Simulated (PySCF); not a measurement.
# ClH5OSi2: the cost of one run

Computed with PySCF 2.14.0, with density-fitted response routines of our own, on a single molecule in the gas phase. Atoms count from 0, in the outputs and in this text.

### Step 1. The starting structure

9 atoms, charge 0, multiplicity 1; geometry from: GFN2-xTB. The atoms were then displaced at random by about 0.01 Å, so the start is not that level's minimum.

Bonds of the start (Å): Si0–O1 1.60, O1–Si2 1.60, Si2–Cl3 2.03, Si0–H4 1.48, Si0–H5 1.45, Si0–H6 1.48, Si2–H7 1.47, Si2–H8 1.43.

### Step 2. Relaxing the molecule at PBE0-D3(BJ)/def2-SVP

Job settings and geometry (Å):

```
{"job": {"xc": "PBE0", "basis": "def2-SVP", "d3": "d3bj", "grid": 1, "shake": 0.01, "kind": "geom"}, "charge": 0, "multiplicity": 1}
Si    -1.589390     0.215560     0.064330
O     -0.070050    -0.269620     0.035820
Si     1.518580    -0.380400    -0.055280
Cl     2.352470     1.453950    -0.285020
H     -1.941280     0.637940    -1.315120
H     -2.362180    -0.924360     0.504500
H     -1.677890     1.355740     0.998870
H      1.993890    -0.926540     1.219550
H      1.833660    -1.179420    -1.201380
```

The run is started by

```
OMP_NUM_THREADS=1 python probes_run.py task.json out
```

This one command runs all jobs of the session in turn.

Q: Estimate the wall time and peak memory of this first job on 1 thread of Arm Neoverse V2, shared host.

About 29 s, with a peak of 0.39 GiB.
